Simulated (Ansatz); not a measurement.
**GaAsH₂ (singlet): the correlation ladder, cc-pVDZ**

One table from this session's results is given with a row withheld; the runs are named, their logs left out.

Computed with Ansatz 0.2.0, Gaussian basis. Level: cc-pVDZ, core rule «outside noble gas», up to 28 orbitals frozen.

The runs, in order: UHF; CCSD(T) on RHF; CCSD(T) on UHF; BCCD(T) on RHF; CISD; CCSDT(Q) on RHF; CCSDT(Q) on UHF; CCSDTQ on RHF; CASSCF and MRCISD+Q, 10 electrons in 10 orbitals; CASSCF and NEVPT2, 10 electrons in 10 orbitals.

15 further runs of the same task are left out: 11 for a known fault of the program, 4 set aside as unsound or not needed. Runs told in other sessions of the task aren't counted.

### The system

The geometry is a PBE0/def2-TZVP stationary point (not a proven minimum) of the parent state, kept for this charge and spin. No spin-orbit coupling is included. The filled d shell of Ga, As may be among the frozen orbitals whatever the setting's name suggests.

4 atoms, charge 0, spin multiplicity 1.

Atoms are counted from 1 here; the program's logs count them from 0.

Bond lengths: Ga1–As2 2.421 Å, Ga1–H3 1.572 Å, Ga1–H4 1.572 Å. Angles: As2–Ga1–H3 119.9°, As2–Ga1–H4 119.9°, H3–Ga1–H4 120.3°.

As a file:

```xyz
4
AsGaH2
Ga    0.00000    0.00000    1.22603
As    0.00000    0.00000   -1.19502
H     0.00000    1.36363    2.00910
H     0.00000   -1.36363    2.00910
```

The first run:

Input file in.yaml:

```yaml
crystal:
  periodic: [false, false, false]
  atoms:
    - {symbol: Ga, position_ang: [0.000000, 0.000000, 1.226035]}
    - {symbol: As, position_ang: [0.000000, 0.000000, -1.195022]}
    - {symbol: H, position_ang: [0.000000, 1.363635, 2.009104]}
    - {symbol: H, position_ang: [0.000000, -1.363635, 2.009104]}
basis:
  gaussian: {orbitals: cc-pVDZ}
magnetization: {spin_polarized: true, initial_magnetization: 0}
hamiltonian: {xc: hf}
output: {orbitals: {seedname: orbitals}}
```

Run with:

```sh
$ ansatz run in.yaml --threads 1 --pin off --events-out ev --progress --plain --max-ram 4096MiB --backend cpu
```

Among the steps run: UHF; CCSD(T) on RHF; CCSD(T) on UHF; BCCD(T) on RHF; CISD; CCSDT(Q) on RHF; CCSDT(Q) on UHF; CCSDTQ on RHF; CASSCF and MRCISD+Q, 10 electrons in 10 orbitals; CASSCF and NEVPT2, 10 electrons in 10 orbitals.

One of the session's tables, all rows but one given; the rest of the session is left out.

```
          method  from RCCSDTQ (kcal/mol)
             RHF                        ?
            RMP2                   +29.30
           RCCSD                    +5.17
        RCCSD(T)                    +1.65
         BCCD(T)                    +1.65
          RCCSDT                    +0.50
       RCCSDT(Q)                    +0.07
         RCCSDTQ                        0
  CASSCF valence                   +73.55
  NEVPT2 valence                   +22.55
  MRCISD valence                    +6.69
MRCISD+Q valence                    +2.16
```

Q: Estimate the row for RHF from the others.

The run gave: from RCCSDTQ (kcal/mol): +119.38. In the column «from RCCSDTQ (kcal/mol)» it is the highest.

To keep in mind: Left out of the table: UHF, UMP2, UCCSD, UCCSD(T), UCCSDT, UCCSDT(Q) (another determinant or state than the rows shown).
